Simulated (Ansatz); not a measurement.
# Cl3FH4OPTa: the cost of one run

All numbers below are computed with Ansatz 0.2.0 (RKS PBE/def2-SVP).

### Step 1. The system as given

Bond lengths: Ta1–Cl2 2.820 Å, Ta1–Cl3 2.470 Å, Ta1–Cl4 2.470 Å, Ta1–F5 1.930 Å, Ta1–O6 2.020 Å, O6–H7 1.010 Å, Ta1–P8 2.820 Å, Cl4–P8 2.454 Å, P8–H9 1.420 Å, P8–H10 1.420 Å. Angles (14 of 23 angles, heavy atoms first): Cl2–Ta1–Cl3 90.0°, Cl2–Ta1–Cl4 90.0°, Cl2–Ta1–F5 120.0°, Cl2–Ta1–O6 120.0°, Cl2–Ta1–P8 71.6°, Cl3–Ta1–Cl4 180.0°, Cl3–Ta1–F5 90.0°, Cl3–Ta1–O6 90.0°, Cl3–Ta1–P8 125.2°, Cl4–Ta1–F5 90.0°, Cl4–Ta1–O6 90.0°, Cl4–Ta1–P8 54.8°, F5–Ta1–O6 120.0°, F5–Ta1–P8 60.3°.

As a file:

```xyz
11

Ta    0.0000    0.0000    0.0000
Cl    2.8200    0.0000    0.0000
Cl    0.0000    0.0000    2.4700
Cl    0.0000    0.0000   -2.4700
F    -0.9650    1.6714    0.0000
O    -1.0100   -1.7493    0.0000
H    -1.6563   -1.7655    0.7760
P     0.8892    2.1257   -1.6258
H     1.9456    1.6742   -2.4605
H    -0.1850    2.5878   -2.4313
H     2.2402    1.2492   -0.9554
```

### Step 2. Pulling towards end A

Springs on the bonds that form and break draw the guess towards this end; the thresholds are loose.

Contents of input.yaml:

```yaml
crystal:
  periodic: [false, false, false]
  atoms:
    - { symbol: Ta, position_ang: [0.0, 0.0, 0.0] }
    - { symbol: Cl, position_ang: [2.82, 0.0, 0.0] }
    - { symbol: Cl, position_ang: [0.0, 0.0, 2.47] }
    - { symbol: Cl, position_ang: [0.0, 0.0, -2.47] }
    - { symbol: F, position_ang: [-0.965, 1.6714, 0.0] }
    - { symbol: O, position_ang: [-1.01, -1.7493, 0.0] }
    - { symbol: H, position_ang: [-1.6563, -1.7655, 0.776] }
    - { symbol: P, position_ang: [0.8892, 2.1257, -1.6258] }
    - { symbol: H, position_ang: [1.9456, 1.6742, -2.4605] }
    - { symbol: H, position_ang: [-0.185, 2.5878, -2.4313] }
    - { symbol: H, position_ang: [2.2402, 1.2492, -0.9554] }
basis:
  gaussian: { orbitals: def2-SVP }
hamiltonian:
  xc: pbe
relax:
  f_tol: 0.15
  max_steps: 25
  restrain:
    - { distance: [0, 7], at: 3.72, k: 30.0 }
    - { distance: [10, 1], at: 2.57, k: 30.0 }
    - { distance: [0, 1], at: 2.47, k: 30.0 }
    - { distance: [10, 7], at: 1.42, k: 30.0 }
```

The run is started by

```console
$ ansatz run input.yaml --threads 4 --pin off --max-ram 5120MiB --backend cpu --events-out ev --progress --plain --runs-dir out
```

Q: Estimate wall time and peak memory on 4 threads of AMD EPYC 9R45 (Zen 5), shared host.

About 18 s, with a peak of 0.28 GiB.
